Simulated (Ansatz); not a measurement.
# CHGa₂ (quartet): wave-function methods side by side, cc-pVDZ

An exercise on one series of results from a longer session: the logs are not shown, and one member is left open.

Program: Ansatz 0.2.0, Gaussian basis. Level of theory: cc-pVDZ, core rule «outside noble gas», up to 29 orbitals frozen. These are calculated values, not measurements.

The runs, in order: UHF; CCSD(T) on ROHF; CCSD(T) on UHF; BCCD(T) on ROHF; CISD as a restricted active space (open shells left free, so some higher excitations enter); CCSDT(Q) on ROHF; CCSDT(Q) on UHF.

33 further runs of the same task are left out: 2 for a known fault of the program, 20 that didn't finish, 11 set aside as unsound or not needed. Runs told in other sessions of the task aren't counted.

### What is computed

The geometry is a PBE0/def2-TZVP stationary point (not a proven minimum). No spin-orbit coupling is included. The filled d shell of Ga may be among the frozen orbitals whatever the setting's name suggests.

4 atoms, charge 0, spin multiplicity 4.

Atoms are counted from 1 here; the program's logs count them from 0.

Bond lengths: C1–Ga2 1.972 Å, Ga2–Ga3 2.656 Å, Ga2–H4 1.985 Å, Ga3–H4 1.826 Å. Angles: C1–Ga2–Ga3 152.3°, C1–Ga2–H4 108.9°, Ga3–Ga2–H4 43.4°, Ga2–Ga3–H4 48.3°, Ga2–H4–Ga3 88.3°.

The first run:

in.yaml reads:

```yaml
crystal:
  periodic: [false, false, false]
  atoms:
    - {symbol: C, position_ang: [0.000000, 0.562501, 2.898860]}
    - {symbol: Ga, position_ang: [0.000000, -0.184109, 1.073946]}
    - {symbol: Ga, position_ang: [0.000000, 0.068259, -1.569961]}
    - {symbol: H, position_ang: [0.000000, 1.310927, -0.231782]}
basis:
  gaussian: {orbitals: cc-pVDZ}
magnetization: {spin_polarized: true, initial_magnetization: 3}
hamiltonian: {xc: hf}
output: {orbitals: {seedname: orbitals}}
```

Run with:

```
ansatz run in.yaml --threads 1 --pin off --events-out ev --progress --plain --max-ram 2393MiB
```

Among the steps run: UHF; CCSD(T) on ROHF; CCSD(T) on UHF; BCCD(T) on ROHF; CISD as a restricted active space (open shells left free, so some higher excitations enter); CCSDT(Q) on ROHF; CCSDT(Q) on UHF.

One of the session's tables, all rows but one given; the rest of the session is left out.

It belongs to the step «Misses and costs». 

```
   method  from RCCSDT(Q) (meV)
     ROHF                     ?
      UHF               +6062.0
     RMP2               +1606.2
     UMP2               +1582.7
    RCCSD                +308.3
    UCCSD                +300.0
 RCCSD(T)                 +84.5
 UCCSD(T)                 +80.3
  BCCD(T)                 +78.2
   RCCSDT                 +18.2
   UCCSDT                 +14.5
RCCSDT(Q)                     0
UCCSDT(Q)                  -4.3
```

Q: Estimate the row for ROHF from the others.

**Answer.** from RCCSDT(Q) (meV): +6156.9. In the column «from RCCSDT(Q) (meV)» it is the highest.

Not comparable, so not listed: CISD as a restricted active space (open shells left free, so some higher excitations enter) (they don't share determinant, frozen orbitals or solution with the rows shown, or repeat one).

Limits of these values: Restricted and unrestricted rows rest on different reference determinants; a gap between their highest levels can come from leftover correlation error, from unlike frozen cores or from another state.
